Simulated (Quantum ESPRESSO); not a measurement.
Set up this calculation in Quantum ESPRESSO 7.5, as the native input.

```
Task                        : relaxation of the atoms
Functional                  : LDA
Potentials or basis         : PseudoDojo 0.4.1 SR LDA standard
Cutoff                      : 952 eV
Density cutoff              : 3810 eV
k mesh                      : 10 × 10 × 1
Occupations                 : gaussian, width 0.02 eV
Spin                        : no spin polarisation
Form of the LDA correlation : PW92
Mixing beta                 : 0.5
Most SCF iterations         : 120
SCF threshold               : 6e-10 Ry
Most ionic steps            : 40
Forc conv thr               : 0.0004 Ry/bohr
Etot conv thr               : 1e-05 Ry
Ion dynamics                : bfgs
```

WS2, a sheet with vacuum:

```
S W
1.0
     3.15300    0.00000    0.00000
    -1.57650    2.73058    0.00000
     0.00000    0.00000   21.14000
S W
2 1
Direct
  0.66667 0.33333 0.42573
  0.66667 0.33333 0.57427
  0.33333 0.66667 0.50000
```

The cell was built by a generator and needn't be a form met in nature.

The input as run:

pw.in

```
&CONTROL
  calculation = 'relax'
  prefix = 'pwscf'
  outdir = './tmp'
  pseudo_dir = './pseudo'
  tprnfor = .true.
  disk_io = 'low'
  nstep = 40
  forc_conv_thr = 0.0004
  etot_conv_thr = 1d-05
/
&SYSTEM
  ibrav = 0
  nat = 3
  ntyp = 2
  ecutwfc = 70
  nbnd = 20
  occupations = 'smearing'
  smearing = 'gaussian'
  degauss = 0.00146997
/
&ELECTRONS
  conv_thr = 6d-10
  electron_maxstep = 120
  mixing_beta = 0.5
/
&IONS
  ion_dynamics = 'bfgs'
/
ATOMIC_SPECIES
S     32.0600 S.upf
W    183.8400 W.upf
CELL_PARAMETERS angstrom
   3.1530000000    0.0000000000    0.0000000000
  -1.5765000000    2.7305780981    0.0000000000
   0.0000000000    0.0000000000   21.1400000000
ATOMIC_POSITIONS crystal
S      0.6666666667    0.3333333333    0.4257332072
W      0.3333333333    0.6666666667    0.5000000000
S      0.6666666667    0.3333333333    0.5742667928
K_POINTS automatic
10 10 1 0 0 0
```

Potentials or basis: PseudoDojo 0.4.1 SR LDA standard.

The run is started by

```bash
$ OMP_NUM_THREADS=1 pw.x -in pw.in > pw.out
```

It gave:

```yaml
Energy_gained_by_relaxing: 3.1 meV/atom
Ionic_steps: 5
Band_gap_on_the_k_mesh: 2.09 eV, indirect (least direct gap 2.23 eV)
```

Caveat: spin-orbit coupling is left out, which moves the levels of the heavy elements.

Wall time 2.1 min on 1 thread of Arm Neoverse V2, with other jobs on the host, peak memory 0.17 GiB.
